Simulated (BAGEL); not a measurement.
**ROHF/6-31G(d) (density fitting with qzvpp-jkfit, spherical functions) run of SiSeF3 (SMILES F[Si](F)(F)[Se])**

Aim: the energy change on altering one bond length of SiSeF3 at ROHF/6-31G* (density fitting with qzvpp-jkfit, spherical functions), from 2 runs. 

The results are computed with BAGEL 1.2.2.

1 further run of the same task is left out (set aside as unsound or not needed).

## 1. Starting point

The species is SiSeF3 (5 atoms), meant as a doublet with charge 0. As SMILES, `F[Si](F)(F)[Se]`. Geometry: relaxed at PBE0-D4/def2-TZVP.

Bond lengths: F1–Si2 1.573 Å, Si2–F3 1.574 Å, Si2–F4 1.573 Å, Si2–Se5 2.236 Å. Angles: F1–Si2–F3 108.5°, F1–Si2–F4 106.2°, F1–Si2–Se5 112.7°, F3–Si2–F4 108.5°, F3–Si2–Se5 108.1°, F4–Si2–Se5 112.6°.

## 2. The energy at ROHF/6-31G(d) (density fitting with qzvpp-jkfit, spherical functions)

job.json

```json
{ "bagel" : [

{
  "title" : "molecule",
  "basis" : "6-31gs.json",
  "df_basis" : "qzvpp-jkfit",
  "angstrom" : true,
  "geometry" : [
    { "atom" : "F", "xyz" : [    0.019100,    0.030200,    1.613100 ] },
    { "atom" : "Si", "xyz" : [    0.076200,   -0.080300,    0.044800 ] },
    { "atom" : "F", "xyz" : [   -0.439500,   -1.506900,   -0.373500 ] },
    { "atom" : "F", "xyz" : [    1.594500,    0.038500,   -0.349900 ] },
    { "atom" : "Se", "xyz" : [   -1.200400,    1.445000,   -0.975800 ] }
  ]
},
{
  "title" : "rohf",
  "nopen" : 1
},
{
  "title" : "print",
  "file" : "orbitals.molden",
  "orbitals" : true
}

]}
```

The basis set 6-31G* is read from a file made from the Basis Set Exchange's data (not shown).

The run is started by

```
$ BAGEL_NUM_THREADS=1 BAGEL job.json > job.out
```

The program printed:

```text
* using 1 threads per process

  ===============================================================
  ===============================================================

  *** Geometry ***

  { "atom" : "F", "xyz" : [      0.036094,      0.057070,      3.048317 ] },
  { "atom" : "Si", "xyz" : [      0.143997,     -0.151745,      0.084660 ] },
  { "atom" : "F", "xyz" : [     -0.830535,     -2.847628,     -0.705813 ] },
  { "atom" : "F", "xyz" : [      3.013168,      0.072754,     -0.661215 ] },
  { "atom" : "Se", "xyz" : [     -2.268427,      2.730654,     -1.843995 ] },

  Number of auxiliary basis functions:      625

  Since a DF basis is specified, we compute 2- and 3-index integrals:
    o Being stored without compression. Storage requirement is 0.042 GB

  Number of basis functions:       92
  Number of electrons      :       75

    * METHOD: MOLECULE                             0.38

  *** Open-shell HF ***

  === Nuclear Repulsion ===
   443.9863596213

      * DIIS with orbital gradients will be used.

  === ROHF iteration (6-31gs.json) ===
      0      -2986.72011957          0.04126502           0.28
      1      -2986.89019046          0.02578693           0.27
      2      -2986.95081931          0.01537307           0.28
      3      -2986.98549078          0.00045459           0.28
      4      -2986.98555598          0.00015423           0.28
      5      -2986.98556135          0.00002842           0.27
      6      -2986.98556175          0.00000995           0.28
      7      -2986.98556179          0.00000371           0.28
      8      -2986.98556180          0.00000135           0.28
      9      -2986.98556181          0.00000095           0.28
     10      -2986.98556181          0.00000063           0.28
     11      -2986.98556181          0.00000024           0.28
     12      -2986.98556181          0.00000009           0.28
     13      -2986.98556181          0.00000004           0.28
     14      -2986.98556181          0.00000003           0.28
     15      -2986.98556181          0.00000003           0.27
     16      -2986.98556181          0.00000003           0.27
     17      -2986.98556181          0.00000003           0.27
     18      -2986.98556181          0.00000003           0.28
     19      -2986.98556181          0.00000003           0.28
     20      -2986.98556181          0.00000002           0.27
     21      -2986.98556181          0.00000002           0.28
     22      -2986.98556181          0.00000002           0.28
     23      -2986.98556181          0.00000001           0.28
     24      -2986.98556181          0.00000000           0.28
    * SCF iteration converged.

    * S^2 (ROHF) is 0.7500

    * Permanent dipole moment:
           (    0.218380,    -0.303198,     0.174633) a.u.

    * METHOD: ROHF                                 7.19

    * METHOD: PRINT                                0.01

  ===============================================================
```

Run time: 7.8 s. Hardware: 1 thread of Arm Neoverse V2, shared host; peak memory 0.18 GiB.

## 3. The distorted shape at the same level

input.json

```json
{ "bagel" : [

{
  "title" : "molecule",
  "basis" : "6-31gs.json",
  "df_basis" : "qzvpp-jkfit",
  "angstrom" : true,
  "geometry" : [
    { "atom" : "F", "xyz" : [   -0.436358,   -0.005437,    1.731502 ] },
    { "atom" : "Si", "xyz" : [   -0.379258,   -0.115937,    0.163202 ] },
    { "atom" : "F", "xyz" : [   -0.894958,   -1.542537,   -0.255098 ] },
    { "atom" : "F", "xyz" : [    1.594500,    0.038500,   -0.349900 ] },
    { "atom" : "Se", "xyz" : [   -1.655858,    1.409363,   -0.857398 ] }
  ]
},
{
  "title" : "rohf",
  "nopen" : 1
},
{
  "title" : "print",
  "file" : "orbitals.molden",
  "orbitals" : true
}

]}
```

The basis set 6-31G* is read from a file made from the Basis Set Exchange's data (not shown).

The run is started by

```
$ BAGEL_NUM_THREADS=1 BAGEL input.json > input.out
```

The program printed:

```text
* using 1 threads per process

  ===============================================================
  ===============================================================

  *** Geometry ***

  { "atom" : "F", "xyz" : [     -0.824597,     -0.010274,      3.272065 ] },
  { "atom" : "Si", "xyz" : [     -0.716694,     -0.219089,      0.308407 ] },
  { "atom" : "F", "xyz" : [     -1.691226,     -2.914972,     -0.482065 ] },
  { "atom" : "F", "xyz" : [      3.013168,      0.072754,     -0.661215 ] },
  { "atom" : "Se", "xyz" : [     -3.129118,      2.663310,     -1.620247 ] },

  Number of auxiliary basis functions:      625

  Since a DF basis is specified, we compute 2- and 3-index integrals:
    o Being stored without compression. Storage requirement is 0.042 GB

  Number of basis functions:       92
  Number of electrons      :       75

    * METHOD: MOLECULE                             0.38

  *** Open-shell HF ***

  === Nuclear Repulsion ===
   424.3505762813

      * DIIS with orbital gradients will be used.

  === ROHF iteration (6-31gs.json) ===
      0      -2986.56382976          0.04438762           0.28
      1      -2986.74103890          0.03182518           0.28
      2      -2986.82842024          0.02110599           0.27
      3      -2986.90028753          0.00088858           0.27
      4      -2986.90051106          0.00045971           0.27
      5      -2986.90056934          0.00011623           0.28
      6      -2986.90057603          0.00004391           0.27
      7      -2986.90057754          0.00002091           0.28
      8      -2986.90057819          0.00001328           0.27
      9      -2986.90057859          0.00001273           0.28
     10      -2986.90057898          0.00001261           0.27
     11      -2986.90057957          0.00001253           0.28
     12      -2986.90058107          0.00001231           0.27
     13      -2986.90058784          0.00001118           0.27
     14      -2986.90059839          0.00000955           0.27
     15      -2986.90060462          0.00000825           0.27
     16      -2986.90060750          0.00000697           0.27
     17      -2986.90060078          0.00001824           0.27
     18      -2986.90061891          0.00001546           0.27
     19      -2986.90061122          0.00000518           0.27
     20      -2986.90061534          0.00000672           0.28
     21      -2986.90061552          0.00000627           0.27
     22      -2986.90061594          0.00000480           0.28
     23      -2986.90061659          0.00000352           0.28
     24      -2986.90061682          0.00000325           0.28
     25      -2986.90061736          0.00000302           0.28
     26      -2986.90061810          0.00000236           0.28
     27      -2986.90061875          0.00000199           0.28
     28      -2986.90061920          0.00000159           0.28
     29      -2986.90061930          0.00000118           0.28
     30      -2986.90061942          0.00000064           0.27
     31      -2986.90061957          0.00000045           0.28
     32      -2986.90061957          0.00000027           0.27
     33      -2986.90061957          0.00000017           0.27
     34      -2986.90061957          0.00000009           0.28
     35      -2986.90061957          0.00000006           0.27
     36      -2986.90061957          0.00000004           0.28
     37      -2986.90061957          0.00000003           0.28
     38      -2986.90061957          0.00000002           0.28
     39      -2986.90061957          0.00000002           0.28
     40      -2986.90061957          0.00000001           0.28
     41      -2986.90061957          0.00000001           0.28
     42      -2986.90061957          0.00000001           0.28
    * SCF iteration converged.

    * S^2 (ROHF) is 0.7500

    * Permanent dipole moment:
           (    1.148255,    -0.384905,     0.057006) a.u.

    * METHOD: ROHF                                12.12

    * METHOD: PRINT                                0.01

  ===============================================================
```

Run time: 13 s. Hardware: 1 thread of Arm Neoverse V2, shared host; peak memory 0.18 GiB.

## 4. Outcome

At ROHF/6-31G* (density fitting with qzvpp-jkfit, spherical functions):

| quantity | value |
| --- | --- |
| first shape: total energy | -2986.98556 Eh |
| first shape: dipole moment | 1.05 D |
| first shape: ⟨S²⟩ | 0.750 |
| distorted shape: total energy | -2986.90062 Eh |
| distorted shape: dipole moment | 3.08 D |
| distorted shape: ⟨S²⟩ | 0.750 |
| energy change with the Si2–F4 bond stretched from 1.573 to 2.045 Å | 2.311 eV |

**Reading.** With the Si2–F4 bond stretched from 1.573 to 2.045 Å the energy rises by 2.31 eV (53 kcal/mol). The first shape isn't relaxed at this level, so the change isn't measured from a minimum.
